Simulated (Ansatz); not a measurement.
# AlAsH₆O₃: small, medium and large basis sets

The task here is to estimate one member of a computed series from the others.

Computed with Ansatz 0.2.0, Gaussian basis. Level: one geometry, several basis sets.

The runs, in order: PBE0-D4/def2-SVP; ωB97M-V/def2-SVP; PBE0-D4/def2-QZVPP; ωB97M-V/def2-QZVPP; the functionals' def2-TZVPP values are taken from earlier runs.

### Structure used throughout

All runs share one geometry, relaxed beforehand with PBE0-D4 in a triple-zeta def2 set.

SMILES `[OH][Al-]([OH])([OH])[AsH3+]`, 11 atoms, charge 0, spin multiplicity 1.

Atoms are counted from 1 here; the program's logs count them from 0.

Bond lengths: O1–Al2 1.709 Å, O1–H6 0.955 Å, Al2–O3 1.709 Å, Al2–O4 1.709 Å, Al2–As5 2.663 Å, O3–H7 0.955 Å, O4–H8 0.955 Å, As5–H9 1.508 Å, As5–H10 1.508 Å, As5–H11 1.508 Å. Angles: Al2–O1–H6 120.8°, O1–Al2–O3 118.5°, O1–Al2–O4 118.5°, O1–Al2–As5 97.2°, O3–Al2–O4 118.4°, O3–Al2–As5 97.1°, O4–Al2–As5 97.3°, Al2–O3–H7 120.8°, Al2–O4–H8 120.8°, Al2–As5–H9 120.2°, Al2–As5–H10 120.0°, Al2–As5–H11 120.4°, H9–As5–H10 96.9°, H9–As5–H11 96.9°, H10–As5–H11 96.9°.

The first run:

in.yaml reads:

```yaml
crystal:
  periodic: [false, false, false]
  atoms:
    - {symbol: O, position_ang: [-1.982979, -0.183111, 0.564297]}
    - {symbol: Al, position_ang: [-0.331157, -0.599093, 0.704685]}
    - {symbol: O, position_ang: [0.570063, 0.068989, 1.994242]}
    - {symbol: O, position_ang: [0.199008, -2.071689, 0.018148]}
    - {symbol: As, position_ang: [0.583944, 1.012714, -1.206760]}
    - {symbol: H, position_ang: [-2.407191, 0.365321, 1.221719]}
    - {symbol: H, position_ang: [1.319929, -0.396426, 2.360282]}
    - {symbol: H, position_ang: [-0.421780, -2.674814, -0.386513]}
    - {symbol: H, position_ang: [2.052435, 1.024385, -1.550802]}
    - {symbol: H, position_ang: [0.415400, 2.506176, -1.080022]}
    - {symbol: H, position_ang: [0.067627, 0.890550, -2.618676]}
basis:
  gaussian: {orbitals: def2-SVP}
hamiltonian: {xc: pbe0, dispersion: d4}
output: {orbitals: {seedname: orbitals}}
```

On the command line:

```bash
ansatz run in.yaml --threads 8 --pin off --events-out ev --progress --plain --max-ram 20889MiB
```

Steps of the session up to this table: PBE0-D4 in def2-SVP; ωB97M-V in def2-SVP; PBE0-D4 in def2-QZVPP; ωB97M-V in def2-QZVPP.

One table of the session follows, with a row left open; its other results are not shown here.

| functional | basis | HOMO (eV) | LUMO (eV) |
| --- | --- | --- | --- |
| PBE0-D4 | def2-SVP | ? | ? |
| PBE0-D4 | def2-TZVPP | -7.98 | 0.05 |
| PBE0-D4 | def2-QZVPP | -8.05 | -0.30 |
| ωB97M-V | def2-SVP | -10.01 | 2.18 |
| ωB97M-V | def2-TZVPP | -10.26 | 1.60 |
| ωB97M-V | def2-QZVPP | -10.34 | 1.00 |

Q: Estimate the row for PBE0-D4, def2-SVP from the others.

The run gave: HOMO (eV): -7.73; LUMO (eV): 0.24. In the column «HOMO (eV)» it is the highest.
